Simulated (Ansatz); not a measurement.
**CH₉N₄V: up Jacob's ladder to CCSD(T)**

The task here is to estimate one member of a computed series from the others.

The runs use Ansatz 0.2.0, Gaussian basis; functionals in def2-TZVPP, the program's frozen cores in correlated methods.

Plan: LDA (SPW92), PBE-D4, revPBE-D4, BLYP-D4, r2SCAN-D4, B97M-V, PBE0-D4, B3LYP-D4, r2SCANh-D4, r2SCAN0-D4, HSE06-D4, BHLYP-D4, CAM-B3LYP-D4, LC-ωPBE, ωB97X-V, ωB97M-V, B2PLYP, PBE-QIDH; CCSD(T)/def2-SVP; CCSD(T)/def2-TZVPP; MP2/def2-QZVPP; extrapolation to the limit; RPA on PBE.

### The relaxed structure

An earlier PBE0-D4 in a triple-zeta def2 set relaxation fixed the geometry.

SMILES `C[N]=[V]([NH2])([NH2])[NH2]`, 15 atoms, charge 0, spin multiplicity 1.

Atoms are counted from 1 here; the program's logs count them from 0.

Bond lengths: C1–N2 1.412 Å, C1–H7 1.097 Å, C1–H8 1.097 Å, C1–H9 1.097 Å, N2–V3 1.613 Å, V3–N4 1.851 Å, V3–N5 1.851 Å, V3–N6 1.851 Å, N4–H10 1.008 Å, N4–H11 1.011 Å, N5–H12 1.011 Å, N5–H13 1.008 Å, N6–H14 1.011 Å, N6–H15 1.008 Å. Angles: N2–C1–H7 110.9°, N2–C1–H8 110.9°, N2–C1–H9 110.9°, H7–C1–H8 108.0°, H7–C1–H9 108.0°, H8–C1–H9 108.0°, C1–N2–V3 180.0°, N2–V3–N4 108.1°, N2–V3–N5 108.2°, N2–V3–N6 108.2°, N4–V3–N5 110.8°, N4–V3–N6 110.8°, N5–V3–N6 110.8°, V3–N4–H10 125.7°, V3–N4–H11 120.4°, H10–N4–H11 110.4°, V3–N5–H12 120.4°, V3–N5–H13 125.7° and more.

Coordinates:

| atom | x (Å) | y (Å) | z (Å) |
| --- | --- | --- | --- |
| C1 | -1.3412 | 1.1328 | 1.6770 |
| N2 | -0.5609 | 0.4738 | 0.7014 |
| V3 | 0.3304 | -0.2790 | -0.4131 |
| N4 | -0.4146 | -1.9459 | -0.7176 |
| N5 | 2.0548 | -0.4404 | 0.2402 |
| N6 | 0.3065 | 0.7421 | -1.9568 |
| H7 | -0.7058 | 1.5735 | 2.4546 |
| H8 | -1.9329 | 1.9387 | 1.2266 |
| H9 | -2.0340 | 0.4344 | 2.1617 |
| H10 | -1.3366 | -2.2393 | -0.4352 |
| H11 | 0.1774 | -2.7497 | -0.8759 |
| H12 | 2.8479 | -0.3279 | -0.3761 |
| H13 | 2.3353 | -0.3129 | 1.1999 |
| H14 | 0.2660 | 0.2975 | -2.8636 |
| H15 | 0.0077 | 1.7024 | -2.0231 |

Set-up of the first run:

File in.yaml:

```yaml
crystal:
  periodic: [false, false, false]
  atoms:
    - {symbol: C, position_ang: [-1.341174, 1.132771, 1.677035]}
    - {symbol: N, position_ang: [-0.560862, 0.473784, 0.701351]}
    - {symbol: V, position_ang: [0.330399, -0.279018, -0.413067]}
    - {symbol: N, position_ang: [-0.414572, -1.945924, -0.717609]}
    - {symbol: N, position_ang: [2.054799, -0.440407, 0.240174]}
    - {symbol: N, position_ang: [0.306550, 0.742070, -1.956816]}
    - {symbol: H, position_ang: [-0.705788, 1.573468, 2.454630]}
    - {symbol: H, position_ang: [-1.932928, 1.938674, 1.226556]}
    - {symbol: H, position_ang: [-2.034014, 0.434433, 2.161680]}
    - {symbol: H, position_ang: [-1.336622, -2.239342, -0.435196]}
    - {symbol: H, position_ang: [0.177391, -2.749691, -0.875894]}
    - {symbol: H, position_ang: [2.847940, -0.327880, -0.376089]}
    - {symbol: H, position_ang: [2.335260, -0.312936, 1.199925]}
    - {symbol: H, position_ang: [0.265966, 0.297544, -2.863608]}
    - {symbol: H, position_ang: [0.007653, 1.702444, -2.023060]}
basis:
  gaussian: {orbitals: def2-TZVPP}
hamiltonian: {xc: lda}
output: {orbitals: {seedname: orbitals}}
```

Run with:

```
$ ansatz run in.yaml --threads 4 --pin off --events-out ev --progress --plain --max-ram 41984MiB --backend cuda --devices 0, --max-vram 37GiB
```

Steps of the session up to this table: LDA; PBE-D4 (GGA); revPBE-D4 (GGA); BLYP-D4 (GGA); r2SCAN-D4 (meta-GGA); B97M-V (meta-GGA); B3LYP-D4 (hybrid); r2SCANh-D4 (hybrid); r2SCAN0-D4 (hybrid); HSE06-D4 (hybrid); BHLYP-D4 (hybrid); CAM-B3LYP-D4 (range-separated); LC-ωPBE (range-separated); ωB97X-V (range-separated); ωB97M-V (range-separated); B2PLYP (double hybrid); PBE-QIDH (double hybrid).

One table of the session follows, with a row left open; its other results are not shown here.

It belongs to the step «Orbital energies across the functionals». 

```
  functional  HOMO (eV)  gap (eV)
 LDA (SPW92)      -5.38      3.59
      PBE-D4          ?         ?
   revPBE-D4      -5.13      3.59
     BLYP-D4      -5.09      3.55
   r2SCAN-D4      -5.47      3.89
      B97M-V      -5.53      3.91
     PBE0-D4      -6.49      5.76
    B3LYP-D4      -6.28      5.28
  r2SCANh-D4      -5.95      4.72
  r2SCAN0-D4      -6.69      5.99
    HSE06-D4      -6.09      4.98
    BHLYP-D4      -7.72      8.01
CAM-B3LYP-D4      -7.87      8.23
     LC-ωPBE      -9.22     10.72
     ωB97X-V      -8.86     10.30
     ωB97M-V      -8.78     10.15
```

**Question.** Estimate the row for PBE-D4.

**Answer.** HOMO (eV): -5.20; gap (eV): 3.59. In the column «HOMO (eV)» it lies between LDA (SPW92) (-5.38) and revPBE-D4 (-5.13).
